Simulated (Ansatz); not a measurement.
Born–Oppenheimer molecular dynamics of a periodic cell of 16 atoms, C (start crystal C, start structure diamond, volume 1.1 times the crystal's). It starts from a structure without forces on its atoms.

Level of theory: DFT PBE, scalar-relativistic, plane waves, PAW in Ansatz. Settings: cutoff 420 eV, k mesh 3x3x3, fermi-dirac smearing 0.24 eV, no spin polarisation.

| Property | Result |
| --- | --- |
| ensemble | NVT, Langevin thermostat |
| time step | 0.75 fs |
| steps asked | 100 |
| set temperature | 2800 K |
| friction | 0.02 /fs |
| seed | 668945 |

Frames 3.75 fs apart, positions in Å, forces in eV/Å.

Velocities at 30.0 fs (Å/ps):

```
C -17.23 -6.36 -22.33
C 2.42 -5.70 -10.73
C -0.47 3.79 -1.56
C -16.26 1.59 8.01
C -15.86 10.68 23.64
C 11.28 3.88 -10.23
C -15.11 0.96 -4.25
C 1.92 -2.94 -30.27
C 4.45 -13.34 10.49
C 0.88 6.58 2.59
C 13.88 -15.21 16.67
C 15.64 -2.31 -8.16
C -0.93 6.88 0.45
C 27.23 -8.43 2.75
C -11.71 -1.25 -3.46
C -7.75 -3.85 -15.94
```

```xyz
16
Lattice="0.0000 3.6852 3.6852 3.6852 0.0000 3.6852 3.6852 3.6852 0.0000" Properties=species:S:1:pos:R:3:forces:R:3 time_fs=30.0 energy_less_start_eV=4.519 T=1929
C -0.038 -0.132 0.066 -1.57 -0.97 -5.88
C 0.855 0.735 0.724 2.16 4.58 5.93
C 1.883 1.813 -0.041 -3.91 -0.94 -1.09
C 2.834 2.555 0.936 -2.42 4.16 -0.95
C 1.704 -0.058 1.747 1.66 -1.24 1.49
C 2.633 0.861 2.762 2.22 -0.80 -1.53
C 3.687 1.791 1.813 0.93 -3.23 2.42
C 4.499 2.773 2.668 1.30 -0.66 2.67
C 0.018 1.665 1.811 -1.60 1.92 -1.06
C 0.958 2.641 2.721 -2.40 1.44 -1.21
C 1.976 3.535 1.903 -4.73 1.15 -2.22
C 2.695 4.545 2.803 2.55 0.12 -1.24
C 1.820 1.880 3.583 -0.23 -6.21 2.70
C 2.658 2.602 4.551 2.19 3.88 2.34
C 3.489 3.737 3.805 4.73 -3.90 -2.12
C 4.609 4.506 4.634 -0.88 0.70 -0.25
16
Lattice="0.0000 3.6852 3.6852 3.6852 0.0000 3.6852 3.6852 3.6852 0.0000" Properties=species:S:1:pos:R:3:forces:R:3 time_fs=33.8 energy_less_start_eV=4.780 T=2260
C -0.130 -0.149 -0.027 2.37 1.27 -1.79
C 0.873 0.724 0.708 0.02 3.37 4.78
C 1.851 1.801 -0.065 -2.71 -1.27 -0.94
C 2.767 2.590 0.956 -1.66 1.96 -2.52
C 1.663 -0.013 1.826 3.78 -1.60 -2.62
C 2.687 0.885 2.718 -0.79 -1.25 0.02
C 3.645 1.760 1.799 1.77 -1.77 0.33
C 4.508 2.754 2.571 0.55 -1.45 5.62
C 0.044 1.614 1.835 -1.14 3.56 -2.37
C 0.961 2.686 2.761 -2.85 -0.51 -2.14
C 1.979 3.483 1.931 -4.68 3.44 -2.86
C 2.767 4.529 2.778 -0.73 0.11 -0.69
C 1.810 1.887 3.589 1.28 -5.69 4.02
C 2.760 2.592 4.564 -1.06 2.69 1.47
C 3.478 3.705 3.770 5.86 -3.27 -0.90
C 4.570 4.512 4.570 -0.02 0.42 0.59
16
Lattice="0.0000 3.6852 3.6852 3.6852 0.0000 3.6852 3.6852 3.6852 0.0000" Properties=species:S:1:pos:R:3:forces:R:3 time_fs=37.5 energy_less_start_eV=4.366 T=2483
C -0.208 -0.149 -0.136 4.30 1.84 2.95
C 0.920 0.754 0.756 -2.30 2.17 1.95
C 1.800 1.754 -0.107 -0.37 0.29 0.57
C 2.680 2.668 0.961 0.39 -2.00 -3.71
C 1.658 0.020 1.851 4.55 -2.18 -3.37
C 2.726 0.914 2.693 -3.05 -2.46 0.87
C 3.625 1.690 1.788 1.52 2.65 -1.73
C 4.535 2.727 2.560 -0.37 -2.23 5.23
C 0.044 1.625 1.845 -0.17 3.67 -2.80
C 0.903 2.724 2.797 -0.74 -2.52 -2.06
C 1.917 3.481 1.925 -3.30 4.21 -2.27
C 2.834 4.511 2.745 -3.83 -0.51 0.19
C 1.802 1.833 3.644 0.79 -2.15 1.87
C 2.831 2.599 4.576 -2.99 1.25 0.95
C 3.540 3.632 3.712 4.76 -1.82 -1.03
C 4.543 4.515 4.501 0.81 -0.20 2.40
16
Lattice="0.0000 3.6852 3.6852 3.6852 0.0000 3.6852 3.6852 3.6852 0.0000" Properties=species:S:1:pos:R:3:forces:R:3 time_fs=41.2 energy_less_start_eV=4.118 T=2451
C -0.195 -0.120 -0.197 1.79 1.20 6.08
C 0.950 0.789 0.801 -3.09 1.32 0.41
C 1.751 1.688 -0.123 2.15 2.49 1.08
C 2.584 2.754 0.939 2.55 -4.38 -3.49
C 1.685 0.026 1.842 4.28 -2.97 -2.00
C 2.727 0.927 2.708 -2.79 -2.72 -0.22
C 3.628 1.636 1.766 -0.05 5.48 -1.51
C 4.544 2.710 2.623 0.00 -2.87 2.02
C 0.057 1.700 1.819 -1.03 0.83 -1.06
C 0.818 2.714 2.815 2.31 -2.15 -2.55
C 1.821 3.536 1.921 -1.08 2.39 -2.44
C 2.849 4.477 2.704 -3.95 0.00 0.97
C 1.803 1.772 3.711 0.50 0.64 -0.74
C 2.866 2.612 4.592 -3.80 0.78 0.33
C 3.659 3.526 3.650 0.86 0.86 -1.24
C 4.520 4.517 4.451 1.36 -0.90 4.36
16
Lattice="0.0000 3.6852 3.6852 3.6852 0.0000 3.6852 3.6852 3.6852 0.0000" Properties=species:S:1:pos:R:3:forces:R:3 time_fs=45.0 energy_less_start_eV=4.645 T=2408
C -0.164 -0.092 -0.177 -0.29 0.53 5.90
C 0.936 0.818 0.836 -2.55 0.34 -0.26
C 1.721 1.652 -0.114 3.41 3.40 0.67
C 2.510 2.796 0.882 3.71 -4.58 -1.60
C 1.750 0.020 1.802 2.62 -3.25 0.16
C 2.687 0.926 2.762 0.01 -2.33 -3.07
C 3.643 1.653 1.720 -2.74 5.05 1.02
C 4.542 2.692 2.686 2.83 -4.56 -3.38
C 0.067 1.762 1.802 -2.60 -1.86 0.07
C 0.769 2.689 2.794 2.98 -0.46 -1.39
C 1.692 3.619 1.891 2.43 -0.71 -2.62
C 2.815 4.439 2.671 -2.68 1.10 1.37
C 1.801 1.702 3.759 0.85 3.27 -2.60
C 2.855 2.633 4.606 -2.96 0.53 -0.44
C 3.786 3.430 3.602 -5.61 4.69 1.40
C 4.522 4.502 4.449 0.58 -1.16 4.80
16
Lattice="0.0000 3.6852 3.6852 3.6852 0.0000 3.6852 3.6852 3.6852 0.0000" Properties=species:S:1:pos:R:3:forces:R:3 time_fs=48.8 energy_less_start_eV=5.741 T=1805
C -0.166 -0.063 -0.101 0.13 -0.94 2.82
C 0.901 0.855 0.862 -0.65 -1.52 -0.67
C 1.736 1.651 -0.087 2.81 2.71 -0.37
C 2.477 2.791 0.814 4.51 -3.63 0.92
C 1.851 -0.015 1.729 -0.53 -1.81 2.55
C 2.655 0.907 2.817 2.24 -2.24 -5.27
C 3.660 1.707 1.690 -3.74 3.24 2.48
C 4.563 2.639 2.730 4.17 -4.94 -7.13
C 0.076 1.809 1.751 -3.93 -3.63 1.83
C 0.756 2.651 2.750 2.21 2.13 0.79
C 1.594 3.681 1.847 4.93 -3.72 -1.16
C 2.751 4.401 2.651 -0.97 2.09 1.28
C 1.811 1.645 3.777 -0.29 4.66 -3.09
C 2.807 2.637 4.611 -1.09 0.53 -1.60
C 3.844 3.384 3.566 -9.23 7.03 3.53
C 4.523 4.473 4.476 -0.58 0.05 3.08
16
Lattice="0.0000 3.6852 3.6852 3.6852 0.0000 3.6852 3.6852 3.6852 0.0000" Properties=species:S:1:pos:R:3:forces:R:3 time_fs=52.5 energy_less_start_eV=5.303 T=1992
C -0.183 -0.072 -0.011 1.46 -0.58 -1.13
C 0.854 0.885 0.895 1.60 -3.06 -1.39
C 1.787 1.676 -0.043 -0.28 0.17 -2.12
C 2.490 2.759 0.750 4.63 -1.92 4.15
C 1.944 -0.047 1.672 -3.96 -0.28 4.21
C 2.651 0.841 2.799 2.64 -0.47 -4.37
C 3.647 1.795 1.711 -2.24 -0.95 1.52
C 4.586 2.544 2.725 0.97 0.19 -4.17
C 0.050 1.813 1.732 -4.05 -3.19 2.60
C 0.764 2.614 2.722 1.66 2.86 1.75
C 1.578 3.714 1.802 4.74 -6.18 0.92
C 2.661 4.356 2.660 1.54 3.08 1.41
C 1.805 1.636 3.718 -1.38 3.55 -2.23
C 2.765 2.644 4.590 0.66 -0.61 -2.46
C 3.782 3.384 3.564 -5.50 4.40 0.94
C 4.536 4.436 4.497 -2.49 2.99 0.38
16
Lattice="0.0000 3.6852 3.6852 3.6852 0.0000 3.6852 3.6852 3.6852 0.0000" Properties=species:S:1:pos:R:3:forces:R:3 time_fs=56.2 energy_less_start_eV=4.912 T=2033
C -0.181 -0.071 0.066 2.82 0.40 -4.47
C 0.804 0.904 0.931 3.21 -3.93 -2.18
C 1.828 1.710 -0.041 -2.87 -2.19 -2.32
C 2.557 2.718 0.709 3.10 -0.22 6.69
C 1.985 -0.088 1.668 -5.65 0.46 3.89
C 2.677 0.783 2.728 1.69 1.48 -1.23
C 3.621 1.867 1.761 -0.98 -4.67 -0.52
C 4.606 2.492 2.704 -0.62 4.22 -1.54
C -0.004 1.775 1.764 -3.03 -1.33 2.09
C 0.819 2.592 2.706 0.10 2.29 1.60
C 1.591 3.693 1.781 4.07 -5.94 1.75
C 2.615 4.354 2.690 2.64 3.07 0.67
C 1.784 1.644 3.632 -1.04 1.85 -0.72
C 2.752 2.654 4.535 0.61 -2.03 -1.41
C 3.684 3.417 3.579 -1.33 2.51 -0.28
C 4.524 4.428 4.534 -2.69 4.04 -2.00
16
Lattice="0.0000 3.6852 3.6852 3.6852 0.0000 3.6852 3.6852 3.6852 0.0000" Properties=species:S:1:pos:R:3:forces:R:3 time_fs=60.0 energy_less_start_eV=3.609 T=1952
C -0.142 -0.048 0.082 2.07 -0.56 -4.42
C 0.776 0.910 0.958 3.28 -3.76 -2.64
C 1.824 1.746 -0.072 -2.83 -3.00 -0.32
C 2.619 2.666 0.752 1.72 1.92 4.91
C 1.960 -0.123 1.696 -4.98 0.09 1.99
C 2.746 0.751 2.651 -0.81 2.44 1.53
C 3.585 1.882 1.788 0.89 -5.89 -1.56
C 4.616 2.511 2.687 -1.26 5.30 -0.94
C -0.083 1.746 1.797 -0.89 -0.46 0.75
C 0.864 2.586 2.678 -1.71 1.47 1.50
C 1.637 3.583 1.783 1.96 -0.82 -0.22
C 2.621 4.380 2.728 1.36 2.03 -1.04
C 1.742 1.654 3.545 0.59 0.65 1.35
C 2.733 2.645 4.467 -1.18 -2.00 0.90
C 3.579 3.465 3.579 2.24 2.28 0.03
C 4.484 4.496 4.562 -0.44 0.33 -1.83
16
Lattice="0.0000 3.6852 3.6852 3.6852 0.0000 3.6852 3.6852 3.6852 0.0000" Properties=species:S:1:pos:R:3:forces:R:3 time_fs=63.8 energy_less_start_eV=3.253 T=2324
C -0.101 -0.043 0.056 1.55 -1.10 -2.95
C 0.775 0.902 0.946 2.29 -2.77 -1.83
C 1.777 1.752 -0.113 -0.93 -1.91 2.46
C 2.692 2.637 0.840 -1.48 1.91 0.54
C 1.898 -0.144 1.738 -3.35 0.07 -0.27
C 2.790 0.757 2.613 -3.11 1.11 2.61
C 3.549 1.839 1.811 3.70 -4.05 -1.92
C 4.603 2.574 2.675 -1.66 4.15 -0.35
C -0.161 1.729 1.832 1.64 -0.26 -1.57
C 0.871 2.605 2.677 -2.76 0.69 0.69
C 1.716 3.458 1.786 0.12 4.16 -1.08
C 2.635 4.424 2.735 -0.39 0.70 -1.62
C 1.712 1.673 3.463 1.61 -0.17 4.23
C 2.708 2.615 4.422 -2.21 -0.43 2.45
C 3.505 3.535 3.590 4.35 1.25 0.67
C 4.465 4.585 4.565 0.64 -3.34 -2.08
16
Lattice="0.0000 3.6852 3.6852 3.6852 0.0000 3.6852 3.6852 3.6852 0.0000" Properties=species:S:1:pos:R:3:forces:R:3 time_fs=67.5 energy_less_start_eV=3.744 T=2377
C -0.037 -0.073 -0.023 0.06 -1.10 0.00
C 0.794 0.847 0.932 1.15 -0.34 -1.64
C 1.713 1.746 -0.125 0.74 -0.84 2.53
C 2.767 2.603 0.926 -4.47 2.47 -3.87
C 1.796 -0.145 1.793 -0.45 0.86 -2.78
C 2.816 0.773 2.614 -4.94 -0.69 2.84
C 3.550 1.766 1.794 4.87 -0.93 -0.52
C 4.566 2.673 2.633 -1.72 0.53 2.86
C -0.204 1.755 1.842 2.31 -1.25 -3.15
C 0.822 2.620 2.695 -0.79 0.69 -0.92
C 1.778 3.389 1.782 -1.13 5.92 -0.21
C 2.645 4.478 2.708 -2.02 -0.22 -0.62
C 1.698 1.694 3.451 1.65 -0.37 5.13
C 2.641 2.586 4.410 -0.63 1.90 2.39
C 3.471 3.618 3.590 3.93 -0.75 1.29
C 4.454 4.646 4.573 1.43 -5.90 -3.33
16
Lattice="0.0000 3.6852 3.6852 3.6852 0.0000 3.6852 3.6852 3.6852 0.0000" Properties=species:S:1:pos:R:3:forces:R:3 time_fs=71.2 energy_less_start_eV=4.762 T=1788
C 0.052 -0.100 -0.113 -3.78 -0.01 2.90
C 0.806 0.785 0.902 0.55 2.35 -2.07
C 1.665 1.730 -0.128 2.05 0.66 1.40
C 2.788 2.616 0.971 -3.95 0.40 -5.62
C 1.676 -0.121 1.821 4.19 1.98 -4.71
C 2.790 0.801 2.649 -3.62 -1.52 1.48
C 3.583 1.696 1.761 2.52 2.53 0.68
C 4.526 2.777 2.584 -3.38 -4.38 6.84
C -0.197 1.775 1.792 1.03 -1.87 -2.23
C 0.791 2.635 2.699 1.86 -0.75 -2.54
C 1.812 3.373 1.778 -1.51 6.31 0.14
C 2.638 4.514 2.655 -2.10 -0.34 1.15
C 1.724 1.703 3.491 0.43 -0.03 3.59
C 2.573 2.568 4.430 1.74 3.76 1.98
C 3.463 3.699 3.601 2.96 -2.26 0.27
C 4.479 4.655 4.554 1.00 -6.82 -3.28
```

Of the whole run (75 fs, mean temperature of the second half 2158 K): The mean temperature of the second half is 23 % below the set value. A run of 0.075 ps of so small a system gives no equilibrium averages.

Time of the run: 8 min on 1 thread of Arm Neoverse V2, with other jobs on the host, peak memory 0.4 GiB.
